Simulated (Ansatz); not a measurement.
# TaCl+ (sextet): the correlation ladder, def2-TZVPP

The task here is to estimate one member of a computed series from the others.

Method: def2-TZVPP, core rule «outside noble gas», up to 9 orbitals frozen; program: Ansatz 0.2.0, Gaussian basis.

Plan: UHF; ROHF; CCSD(T) on UHF.

## The geometry

The geometry is a PBE0/def2-TZVP stationary point (not a proven minimum) of the parent state, kept for this charge and spin. No spin-orbit coupling is included. Elements past krypton take def2 core potentials.

2 atoms, charge 1, spin multiplicity 6.

Atoms are counted from 1 here; the program's logs count them from 0.

Bond lengths: Ta1–Cl2 2.875 Å.

Set-up of the first run:

File in.yaml:

```yaml
crystal:
  periodic: [false, false, false]
  atoms:
    - {symbol: Ta, position_ang: [0.000000, 0.000000, 0.000000]}
    - {symbol: Cl, position_ang: [0.000000, 0.000000, 2.875200]}
basis:
  gaussian: {orbitals: def2-TZVPP}
total_charge: 1
magnetization: {spin_polarized: true, initial_magnetization: 5}
hamiltonian: {xc: hf}
output: {orbitals: {seedname: orbitals}}
```

Run with:

```
> ansatz run in.yaml --threads 1 --pin off --events-out ev --progress --plain --max-ram 4096MiB --backend cpu
```

Among the steps run: UHF; ROHF; CCSD(T) on UHF.

One table of the session follows, with a row left open; its other results are not shown here.

| method | from UCCSD(T) (kcal/mol) |
| --- | --- |
| ROHF | +152.02 |
| UHF | +144.58 |
| UMP2 | ? |
| UCCSD | +4.62 |
| UCCSD(T) | 0 |

Q: Estimate the row for UMP2 from the others.

**Answer.** from UCCSD(T) (kcal/mol): +23.14. In the column «from UCCSD(T) (kcal/mol)» it lies between UCCSD (+4.62) and UHF (+144.58).
